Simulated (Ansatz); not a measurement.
**GaPNH (singlet): wave-function methods side by side at distance Ga1–P2 = 4.699 Å, cc-pVDZ**

The task here is to estimate one member of a computed series from the others.

Computed with Ansatz 0.2.0, Gaussian basis. Level: cc-pVDZ, core rule «outside noble gas», up to 20 orbitals frozen.

To be run: UHF; CCSD(T) on RHF; CCSD(T) on UHF; BCCD(T) on RHF; CISD; CCSDT(Q) on RHF; CCSDT(Q) on UHF; CASSCF and MRCISD+Q, 2 electrons in 2 orbitals; CASSCF and NEVPT2, 2 electrons in 2 orbitals.

23 further runs of the same task are left out: 2 for a known fault of the program, 19 that didn't finish, 2 set aside as unsound or not needed.

## What is computed

The geometry derives from a PBE0/def2-TZVP stationary point (not a proven minimum). One bond is set to the value named and the two fragments are kept rigid. No spin-orbit coupling is included. The filled d shell of Ga may be among the frozen orbitals whatever the setting's name suggests; the logs give the count.

4 atoms, charge 0, spin multiplicity 1.

Atoms are counted from 1 here; the program's logs count them from 0.

Bond lengths: Ga1–H4 1.712 Å, P2–N3 1.484 Å.

The first run:

The input, in.yaml:

```yaml
crystal:
  periodic: [false, false, false]
  atoms:
    - {symbol: Ga, position_ang: [0.000018, -0.301983, 2.960495]}
    - {symbol: P, position_ang: [-0.000011, -0.566160, -1.731073]}
    - {symbol: N, position_ang: [0.000026, -0.205340, -3.170397]}
    - {symbol: H, position_ang: [-0.000034, 1.073482, 1.940975]}
basis:
  gaussian: {orbitals: cc-pVDZ}
magnetization: {spin_polarized: true, initial_magnetization: 0}
hamiltonian: {xc: hf}
output: {orbitals: {seedname: orbitals}}
```

Launch:

```bash
$ ansatz run in.yaml --threads 1 --pin off --events-out ev --progress --plain --max-ram 2393MiB
```

Steps of the session up to this table: UHF; CCSD(T) on RHF; CCSD(T) on UHF; BCCD(T) on RHF; CISD; CCSDT(Q) on RHF; CCSDT(Q) on UHF; CASSCF and MRCISD+Q, 2 electrons in 2 orbitals; CASSCF and NEVPT2, 2 electrons in 2 orbitals.

One of the session's tables, all rows but one given; the rest of the session is left out.

| method | from RCCSDT(Q) (meV) |
| --- | --- |
| RHF | +10403.3 |
| UHF | +10111.6 |
| RMP2 | +1144.3 |
| CISD | +1800.9 |
| RCCSD | ? |
| RCCSD(T) | +76.5 |
| BCCD(T) | +75.6 |
| RCCSDT | +69.8 |
| RCCSDT(Q) | 0 |
| CASSCF pair | +9522.0 |
| MRCISD pair | +1545.5 |
| MRCISD+Q pair | +333.2 |

Estimate the missing values for RCCSD.

As computed: from RCCSDT(Q) (meV): +530.0. In the column «from RCCSDT(Q) (meV)» it lies between MRCISD+Q pair (+333.2) and RMP2 (+1144.3).

Not comparable, so not listed: CCSD(T) on UHF; CASSCF and NEVPT2, 2 electrons in 2 orbitals (they don't share determinant, frozen orbitals or solution with the rows shown, or repeat one).

Caveats from the session: The determinant is far from a pure spin state, so its energy mixes those of several spin states (harmless only where they are near-degenerate, as at dissociation). Warnings: restricted reference is unstable; spin contamination. Warnings in the runs' records: passed over end.
